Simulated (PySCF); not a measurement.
# C3H9As: the cost of one run

Programs: PySCF 2.14.0, with density-fitted response routines of our own. Each step states its level of theory. These are calculated values for one molecule in the gas phase, unless marked as measured. Atoms count from 0, in the outputs and in this text.

### 1 Starting geometry

13 atoms, charge 0, multiplicity 1; geometry from: GFN2-xTB. The atoms were then displaced at random by about 0.01 Å, so the start is not that level's minimum.

Bonds of the start (Å): C0–C1 1.51, C1–As2 1.98, As2–C3 2.02, C0–H4 1.11, C0–H5 1.06, C0–H6 1.11, C1–H7 1.09, C1–H8 1.10, As2–H9 1.52, C3–H10 1.08, C3–H11 1.10, C3–H12 1.04.

### 2 Relaxing the molecule at PBE0-D3(BJ)/def2-SVP

What the job is given:

```
{"job": {"xc": "PBE0", "basis": "def2-SVP", "d3": "d3bj", "grid": 1, "shake": 0.01, "kind": "geom"}, "charge": 0, "multiplicity": 1}
C     -2.079820    -0.144360    -0.381320
C     -0.690020     0.383040    -0.145370
As     0.618150    -0.483960    -1.354870
C      2.284720     0.171080    -0.416630
H     -2.395330     0.044720    -1.432450
H     -2.163690    -1.184810    -0.192950
H     -2.805970     0.386580     0.261540
H     -0.382980     0.229370     0.894220
H     -0.644780     1.471660    -0.307570
H      0.600280    -1.803680    -0.603040
H      2.401600     1.216510    -0.648830
H      2.163000     0.074030     0.673920
H      3.100660    -0.377080    -0.749950
```

Command:

```bash
> OMP_NUM_THREADS=1 python probes_run.py task.json out
```

The driver reads the jobs from task.json and runs them one after another.

Q: Estimate the wall time and peak memory of this first job on 1 thread of Arm Neoverse N1, shared host.

About 74 s, with a peak of 0.51 GiB.
